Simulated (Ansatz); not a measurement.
# Gallium, bcc under LDA: from relaxation to bulk modulus

The plan for gallium in the bcc structure: relax it, solve it on a dense k-mesh, switch on spin-orbit coupling, then scale the cell to 7 volumes from 88 to 112 % of the relaxed one and try a fit of the equation of state. The k-meshes are 13×13×13 for the relaxation; 22×22×22 for the dense run; 13×13×13 for spin-orbit coupling; 15×15×15 for the volumes.

Method: DFT LDA (PW92), plane waves (420 eV) with PAW, scalar-relativistic; the PAW data stem from PBE, with regenerated cores, in Ansatz 0.2.0.

**1. The structure to begin with**

Symmetry: Im-3m, No. 229, cubic system. Conventional cell: a = 3.397 Å, b = 3.397 Å, c = 3.397 Å, α = 90.00°, β = 90.00°, γ = 90.00°. Ga (site symmetry m-3m) has 8 Ga at 2.94 Å as nearest neighbours.

Coordinates:

```
Ga
1.0
    -1.69835    1.69835    1.69835
     1.69835   -1.69835    1.69835
     1.69835    1.69835   -1.69835
Ga
1
Direct
  0.00000 0.00000 0.00000
```

**2. Geometry optimisation**

input.yaml reads:

```yaml
crystal:
  lattice:
    - [-1.6983540166, 1.6983540166, 1.6983540166]
    - [1.6983540166, -1.6983540166, 1.6983540166]
    - [1.6983540166, 1.6983540166, -1.6983540166]
  atoms:
    - { symbol: Ga, position: [0.0, 0.0, 0.0] }
hamiltonian:
  xc: lda
  pseudopotentials:
    kind: paw
    azcp:
      Ga: "pseudopotentials/Ga.paw.azcp"
basis:
  ecutwfc: 420
  fft_grid_basis: typed
kpoints:
  mp_grid: { grid: [13, 13, 13], shift: [0, 0, 0] }
magnetization:
  spin_polarized: false
scf:
  occupations: { method: fermi_dirac, width: 0.1 }
relax:
  max_steps: 60
  f_tol: 0.01
  cell: {}
```

The runs that follow: Single point on a dense mesh; Spin-orbit coupling switched on; At 88 % of the relaxed volume; At 92 % of the relaxed volume; At 96 % of the relaxed volume; At 100 % of the relaxed volume; At 104 % of the relaxed volume; At 108 % of the relaxed volume; At 112 % of the relaxed volume.

**Question.** What will these runs give? Wanted: space group; conventional cell; volume; shortest distance; gap on the mesh; relative to alpha-Ga; V₀, B₀, B₀′.

**Answer**, as computed:

```
                      quantity                         value
space group (spins left aside)               Im-3m (No. 229)
             conventional cell                   a = 3.264 Å
                        volume                17.381 Å³/atom
             shortest distance                       2.826 Å
               gap on the mesh  none (levels filled in part)
   relative to alpha-Ga (Cmce)                  +69 meV/atom
                   V₀, B₀, B₀′   17.326 Å³/atom, 65 GPa, 5.1
```

In words: The relaxation shrank the cell by 11.3 % in volume. Against the reference form of gallium (alpha-Ga (Cmce), computed apart with the same settings) it stands 69 meV/atom higher. No gap shows: it is a metal or semimetal at this level. The total energy of the spin-orbit run (on a coarser mesh) lies -74 meV/atom from the scalar one; mesh and treatment of the core enter this figure, so it is no spin-orbit energy. B₀ comes out at 65 GPa. The symmetry was held, so the structure may be unstable against distortions that break it.
